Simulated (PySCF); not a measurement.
# C₅H₄NP: electronic excitations and core binding energies

Aim: predict the electronic excitations and core binding energies of C₅H₄NP (`P#Cn1cccc1`).

Programs: PySCF 2.14.0, with density-fitted response routines of our own. Each step states its level of theory. These are calculated values for one molecule in the gas phase, unless marked as measured. Atoms are numbered from 0 throughout.

**1. Starting geometry**

11 atoms, charge 0, multiplicity 1; geometry from: GFN2-xTB.

Bonds of the start (Å): P0–C1 1.56, C1–N2 1.33, N2–C3 1.37, C3–C4 1.36, C4–C5 1.42, C5–C6 1.36, C6–N2 1.37, C3–H7 1.07, C4–H8 1.07, C5–H9 1.07, C6–H10 1.07.

**2. Excited states and response: wB97X-D/def2-SVPD**

Job settings and geometry (Å):

```
{"job": {"kind": "uv", "xc": "wB97X-D", "basis": "def2-SVPD", "nstates": 8, "ntriplets": 3}, "charge": 0, "multiplicity": 1}
P      3.623083    -0.283536     0.024281
C      2.070952    -0.160950     0.013693
N      0.749519    -0.057934     0.003797
C      0.037756     1.116775    -0.040018
C     -1.289093     0.811187    -0.036323
C     -1.399404    -0.600940     0.011306
C     -0.136072    -1.108294     0.035270
H      0.543757     2.061624    -0.071085
H     -2.101593     1.509617    -0.063545
H     -2.310746    -1.164826     0.024894
H      0.217264    -2.120053     0.071766
```

Level: TDDFT wB97X-D/def2-SVPD, vertical, gas phase, core orbitals frozen in the response.

Command:

```console
$ OMP_NUM_THREADS=1 python probes_run.py task.json out
```

One launch serves the whole session: the jobs run in the order shown.

Output:

```text
coarse grid: 10600 points
cycle   1  E = -588.4756291567  dE =  1.614e+00  |g| = 4.150e-01  |ddm| = 7.725e+00
cycle   2  E = -588.4318279821  dE =  4.380e-02  |g| = 6.205e-01  |ddm| = 1.957e+00
cycle   3  E = -588.5249336131  dE = -9.311e-02  |g| = 6.260e-02  |ddm| = 8.003e-01
cycle   4  E = -588.5257763066  dE = -8.427e-04  |g| = 4.302e-02  |ddm| = 1.850e-01
cycle   5  E = -588.5262951819  dE = -5.189e-04  |g| = 7.123e-03  |ddm| = 9.616e-02
cycle   6  E = -588.5263143643  dE = -1.918e-05  |g| = 2.578e-03  |ddm| = 2.724e-02
cycle   7  E = -588.5263184676  dE = -4.103e-06  |g| = 9.908e-04  |ddm| = 8.352e-03
final grid: 100448 points
cycle   8  E = -588.6008068052  dE = -5.695e-05  |g| = 7.153e-03  |ddm| = 1.279e-01
cycle   9  E = -588.6007990121  dE =  7.793e-06  |g| = 9.015e-03  |ddm| = 2.747e-02
cycle  10  E = -588.6008190633  dE = -2.005e-05  |g| = 1.555e-03  |ddm| = 1.129e-02
cycle  11  E = -588.6008196303  dE = -5.670e-07  |g| = 3.905e-04  |ddm| = 2.321e-03
cycle  12  E = -588.6008196920  dE = -6.162e-08  |g| = 1.125e-04  |ddm| = 1.603e-03
cycle  13  E = -588.6008196984  dE = -6.461e-09  |g| = 4.824e-05  |ddm| = 3.295e-04
cycle  14  E = -588.6008197008  dE = -2.404e-09  |g| = 1.956e-05  |ddm| = 1.568e-04
cycle  15  E = -588.6008197014  dE = -5.564e-10  |g| = 6.095e-06  |ddm| = 8.161e-05
converged SCF energy = -588.6008197014

Static polarisability (au): isotropic 93.217, principal 55.693 77.812 146.146

Singlet excitations
state   eV       nm        f      main configurations
  1   3.6254    342.0   0.00000   H->L 0.92
  2   4.4199    280.5   0.10150   H->L+1 0.64, H-2->L 0.32
  3   4.9674    249.6   0.00000   H-2->L+1 0.94
  4   5.1300    241.7   0.03116   H-1->L+1 0.99
  5   5.1888    238.9   0.00000   H-1->L 0.99
  6   6.2147    199.5   0.59680   H-2->L 0.32, H->L+1 0.25, H-3->L+1 0.17
  7   6.6435    186.6   0.06412   H->L+2 0.89
  8   6.7942    182.5   0.00000   H-1->L+2 0.90

Triplet excitations (Tamm-Dancoff, eV): 3.2343 3.2824 3.7365
```

It took 20 s on 1 thread of Intel Xeon Platinum 8488C, shared host; peak memory 0.73 GiB.

The orbitals next to the gap, with their largest atomic shares:

| orbital | eV | atoms |
| --- | --- | --- |
| HOMO−3 | -11.00 | C1 21 %, C4 18 %, C5 18 % |
| HOMO−2 | -9.88 | C1 46 %, P0 40 %, N2 6 % |
| HOMO−1 | -8.63 | C6 27 %, C3 27 %, C5 15 % |
| HOMO | -8.46 | P0 35 %, C1 23 %, N2 16 % |
| LUMO | 0.34 | P0 55 %, C1 33 %, N2 6 % |
| LUMO+1 | 0.35 | P0 36 %, C1 23 %, C3 8 % |
| LUMO+2 | 2.29 | C1 25 %, P0 19 %, C3 12 % |

With each of the 8 states as a Gaussian band of 0.4 eV half-width at 1/e, the curve within the window shown has maxima at 280 nm (ε 4,200), 199 nm (ε 25,000) L/(mol cm). Beyond the last state computed it falls off for lack of states. The curve at chosen wavelengths:

nm, ε (L/mol/cm) and a bar:
```
      175        922 #
      184       6548 ########
      194      21346 ############################
      203      23152 ##############################
      213       9554 ############
      222       2458 ###
      231       1175 ##
      241       1426 ##
      250       1710 ##
      260       2455 ###
      269       3492 #####
      278       4140 #####
      288       3821 #####
      297       2854 ####
      307       1681 ##
      316        897 #
      325        426 #
      335        166 
      344         66 
      354         22 
      363          8 
      372          3 
      382          1 
      391          0 
      401          0 
      410          0
```

Ground-state properties from the same run:

| property | computed |
| --- | --- |
| dipole moment (D) | 0.86 |
| polarisability (Å³) | 13.81 |
| HOMO–LUMO gap (eV) | 8.80 |
| −ε(HOMO) (eV) | 8.46 |

**3. X-ray photoelectron lines: SCAN, X2C**

Settings changed since step 2:

```diff
@@ -1,2 +1,2 @@
-{"job": {"kind": "uv", "xc": "wB97X-D", "basis": "def2-SVPD", "nstates": 8, "ntriplets": 3}, "charge": 0, "multiplicity": 1}
+{"job": {"kind": "xps"}, "charge": 0, "multiplicity": 1}
 P      3.623083    -0.283536     0.024281
```

Method: delta-SCF UKS SCAN, pcX-2 on the ionised atom, pcseg-1 elsewhere, spin-free X2C.

Output:

```text
ground state, core basis on atom 0 (P), 164 functions
  cycle   1  E = -589.70521825  |g| = 5.01e-01
  cycle   2  E = -589.55315122  |g| = 8.35e-01
  cycle   3  E = -589.74657484  |g| = 2.86e-01
  cycle   4  E = -589.76694829  |g| = 1.53e-01
  cycle   5  E = -589.77269686  |g| = 5.02e-02
  cycle   6  E = -589.77337698  |g| = 1.32e-02
  cycle   7  E = -589.77342688  |g| = 3.72e-03
  cycle   8  E = -589.77342904  |g| = 5.25e-04
  cycle   9  E = -589.77342812  |g| = 3.55e-04
  E(ground) = -589.77752248 Eh
hole in P 1s of atom 0
  cycle   1  E = -509.61418377  |g| = 4.72e+00
  cycle   2  E = -507.38179179  |g| = 2.69e+00
  cycle   3  E = -495.28272902  |g| = 3.62e+00
  cycle   4  E = -510.64023134  |g| = 4.54e-01
  cycle   5  E = -510.36181929  |g| = 8.24e-01
  cycle   6  E = -510.75780726  |g| = 1.50e-01
  cycle   7  E = -510.77207400  |g| = 1.93e-02
  cycle   8  E = -510.77212314  |g| = 1.37e-02
  cycle   9  E = -510.77219020  |g| = 9.64e-03
  cycle  10  E = -510.77224510  |g| = 3.21e-03
  cycle  11  E = -510.77225602  |g| = 1.85e-03
  cycle  12  E = -510.77226607  |g| = 1.23e-03
  cycle  13  E = -510.77227683  |g| = 7.40e-04
  cycle  14  E = -510.77227745  |g| = 3.99e-04
  E(ion) = -510.77742051 Eh   <S^2> = 0.7613   hole on atom = 1.000   binding energy = 2149.702 eV
hole in P 2p of atom 0
  cycle   1  E = -584.34856034  |g| = 1.37e+00
  cycle   2  E = -581.88213867  |g| = 1.96e+00
  cycle   3  E = -583.04773036  |g| = 1.47e+00
  cycle   4  E = -584.68895773  |g| = 2.98e-01
  cycle   5  E = -584.64723246  |g| = 4.14e-01
  cycle   6  E = -584.73537910  |g| = 1.43e-01
  cycle   7  E = -584.74641481  |g| = 4.18e-02
  cycle   8  E = -584.74717487  |g| = 1.85e-02
  cycle   9  E = -584.74739052  |g| = 8.18e-03
  cycle  10  E = -584.74745576  |g| = 5.64e-03
  cycle  11  E = -584.74751420  |g| = 2.89e-03
  cycle  12  E = -584.74754866  |g| = 1.29e-03
  cycle  13  E = -584.74755168  |g| = 4.90e-04
  E(ion) = -584.76333222 Eh   <S^2> = 0.7936   hole on atom = 1.002   binding energy = 136.443 eV
  2p3/2 = 136.105 eV   2p1/2 = 136.992 eV
ground state, core basis on atom 1 (C), 153 functions
  cycle   1  E = -589.65801900  |g| = 9.71e-02
  cycle   2  E = -589.63166102  |g| = 3.00e-01
  cycle   3  E = -589.65980580  |g| = 3.25e-02
  cycle   4  E = -589.65987368  |g| = 2.66e-02
  cycle   5  E = -589.66009079  |g| = 3.73e-03
  cycle   6  E = -589.66009269  |g| = 9.01e-04
  cycle   7  E = -589.66009386  |g| = 2.67e-04
  E(ground) = -589.69448666 Eh
hole in C 1s of atom 1
  cycle   1  E = -578.34334248  |g| = 1.52e+00
  cycle   2  E = -575.40458583  |g| = 2.68e+00
  cycle   3  E = -578.34696203  |g| = 8.51e-01
  cycle   4  E = -576.86511961  |g| = 1.38e+00
  cycle   5  E = -578.87192018  |g| = 3.22e-01
  cycle   6  E = -578.89341659  |g| = 3.30e-01
  cycle   7  E = -578.94532796  |g| = 7.17e-02
  cycle   8  E = -578.94678101  |g| = 4.84e-02
  cycle   9  E = -578.94818623  |g| = 1.12e-02
  cycle  10  E = -578.94839480  |g| = 7.45e-03
  cycle  11  E = -578.94851633  |g| = 4.74e-03
  cycle  12  E = -578.94858239  |g| = 2.56e-03
  cycle  13  E = -578.94860107  |g| = 2.06e-03
  cycle  14  E = -578.94860682  |g| = 1.41e-03
  cycle  15  E = -578.94861223  |g| = 9.19e-04
  cycle  16  E = -578.94861455  |g| = 5.63e-04
  cycle  17  E = -578.94861831  |g| = 5.17e-04
  cycle  18  E = -578.94861853  |g| = 2.97e-04
  E(ion) = -578.98227176 Eh   <S^2> = 0.8955   hole on atom = 1.000   binding energy = 291.494 eV
ground state, core basis on atom 2 (N), 153 functions
  cycle   1  E = -589.67175082  |g| = 7.49e-02
  cycle   2  E = -589.67044942  |g| = 6.76e-02
  cycle   3  E = -589.66818544  |g| = 1.09e-01
  cycle   4  E = -589.67186204  |g| = 1.18e-02
  cycle   5  E = -589.67189060  |g| = 1.28e-03
  cycle   6  E = -589.67189285  |g| = 2.81e-04
  E(ground) = -589.70440367 Eh
hole in N 1s of atom 2
  cycle   1  E = -573.98924469  |g| = 1.88e+00
  cycle   2  E = -571.83370789  |g| = 2.78e+00
  cycle   3  E = -573.75700340  |g| = 1.18e+00
  cycle   4  E = -574.28112658  |g| = 8.34e-01
  cycle   5  E = -574.69237339  |g| = 1.92e-01
  cycle   6  E = -574.69446505  |g| = 1.66e-01
  cycle   7  E = -574.71057692  |g| = 2.04e-02
  cycle   8  E = -574.71082425  |g| = 5.99e-03
  cycle   9  E = -574.71084725  |g| = 2.89e-03
  cycle  10  E = -574.71085120  |g| = 1.02e-03
  cycle  11  E = -574.71085410  |g| = 7.76e-04
  cycle  12  E = -574.71085417  |g| = 5.45e-04
  cycle  13  E = -574.71085487  |g| = 2.58e-04
  E(ion) = -574.74277658 Eh   <S^2> = 0.7669   hole on atom = 1.000   binding energy = 407.127 eV
ground state, core basis on atom 3 (C), 153 functions
  cycle   1  E = -589.66029425  |g| = 5.77e-02
  cycle   2  E = -589.66010219  |g| = 2.83e-02
  cycle   3  E = -589.65907969  |g| = 6.26e-02
  cycle   4  E = -589.66028387  |g| = 1.59e-02
  cycle   5  E = -589.66035458  |g| = 1.97e-03
  cycle   6  E = -589.66035362  |g| = 6.21e-04
  cycle   7  E = -589.66035444  |g| = 4.84e-05
  E(ground) = -589.69499784 Eh
hole in C 1s of atom 3
  cycle   1  E = -578.37702557  |g| = 1.52e+00
  cycle   2  E = -576.64014368  |g| = 2.34e+00
  cycle   3  E = -578.68895505  |g| = 6.58e-01
  cycle   4  E = -578.60183637  |g| = 7.46e-01
  cycle   5  E = -578.92836050  |g| = 2.71e-01
  cycle   6  E = -578.96556761  |g| = 9.98e-02
  cycle   7  E = -578.97041588  |g| = 4.03e-02
  cycle   8  E = -578.97104369  |g| = 1.88e-02
  cycle   9  E = -578.97129791  |g| = 4.75e-03
  cycle  10  E = -578.97133085  |g| = 4.08e-03
  cycle  11  E = -578.97136112  |g| = 2.73e-03
  cycle  12  E = -578.97139220  |g| = 1.89e-03
  cycle  13  E = -578.97141491  |g| = 1.22e-03
  cycle  14  E = -578.97142218  |g| = 9.87e-04
  cycle  15  E = -578.97142591  |g| = 6.05e-04
  cycle  16  E = -578.97142642  |g| = 3.38e-04
  E(ion) = -579.00503586 Eh   <S^2> = 0.7905   hole on atom = 1.000   binding energy = 290.889 eV
ground state, core basis on atom 4 (C), 153 functions
  cycle   1  E = -589.65955211  |g| = 6.21e-02
  cycle   2  E = -589.65882889  |g| = 5.85e-02
  cycle   3  E = -589.65881120  |g| = 5.67e-02
  cycle   4  E = -589.65944918  |g| = 3.22e-02
  cycle   5  E = -589.65975514  |g| = 4.43e-03
  cycle   6  E = -589.65975969  |g| = 4.26e-04
  E(ground) = -589.69460495 Eh
hole in C 1s of atom 4
  cycle   1  E = -578.40931057  |g| = 1.52e+00
  cycle   2  E = -576.83253778  |g| = 2.16e+00
  cycle   3  E = -578.67901397  |g| = 6.63e-01
  cycle   4  E = -578.79453685  |g| = 5.49e-01
  cycle   5  E = -578.92494752  |g| = 3.48e-01
  cycle   6  E = -578.98419665  |g| = 1.52e-01
  cycle   7  E = -578.99707420  |g| = 3.98e-02
  cycle   8  E = -578.99797258  |g| = 1.57e-02
  cycle   9  E = -578.99810691  |g| = 5.59e-03
  cycle  10  E = -578.99813071  |g| = 3.48e-03
  cycle  11  E = -578.99814324  |g| = 1.62e-03
  cycle  12  E = -578.99815247  |g| = 9.05e-04
  cycle  13  E = -578.99815559  |g| = 6.18e-04
  cycle  14  E = -578.99815709  |g| = 3.91e-04
  E(ion) = -579.03284196 Eh   <S^2> = 0.7796   hole on atom = 1.000   binding energy = 290.121 eV
```

Wall time 57 s (1 thread of Intel Xeon Platinum 8488C, shared host); peak memory 0.62 GiB.

The holes in one table. −ε is the ground-state orbital energy:

| hole | stands for | environment | ΔSCF (eV; 2p as the shell's mean) | −ε (eV) | ⟨S²⟩ |
| --- | --- | --- | --- | --- | --- |
| P1s on P0 | P0 | phosphorus bonded to C | 2149.70 | 2092.7 | 0.761 |
| P2p on P0 | P0 | phosphorus bonded to C | 136.40 | 125.7 | 0.794 |
| C1s on C1 | C1 | carbon bonded to N, P | 291.49 (doubtful) | 275.6 | 0.896 |
| N1s on N2 | N2 | pyrrole-type ring nitrogen | 407.13 | 388.6 | 0.767 |
| C1s on C3 | C3, C6 | aromatic CH next to a ring nitrogen | 290.89 | 274.7 | 0.791 |
| C1s on C4 | C4, C5 | aromatic CH | 290.12 | 273.8 | 0.780 |

Each hole run stands for the others of its class of like atoms.

Doubtful: the ion did not converge, its hole moved, or its ⟨S²⟩ is well above 0.75.

With the spin-orbit splitting: P0 2p3/2 136.11, 2p1/2 136.99 eV. The table gives each 2p level as the mean over the whole 2p shell (two parts 2p3/2, one part 2p1/2), which differs a little from the single hole in the log.

**4. Outcome**

```
                                                    quantity                        value
                          lowest singlet (wB97X-D/def2-SVPD)  3.63 eV (342 nm), f = 0.000
                    brightest single state of those computed  state 6, 6.21 eV, f = 0.597
                                              lowest triplet                      3.23 eV
C1s binding energies, SCAN/pcX-2 (standing for 4 of 5 atoms)      C3 290.89, C4 290.12 eV
                            P1s binding energies, SCAN/pcX-2                P0 2149.70 eV
                            P2p binding energies, SCAN/pcX-2                 P0 136.40 eV
                            N1s binding energies, SCAN/pcX-2                 N2 407.13 eV
```

In words: The first singlet state (HOMO→LUMO 0.92) lies at 3.63 eV and is dark; of the 8 states computed, the strongest absorption comes from state 6 at 6.21 eV. The lowest triplet lies 0.39 eV below the lowest singlet (triplets in Tamm-Dancoff, singlets in full TDDFT). The C1s levels kept as sound span 0.77 eV, from C4 (aromatic CH) up to C3 (aromatic CH next to a ring nitrogen). Only 4 of the 5 C atoms are covered by sound results.
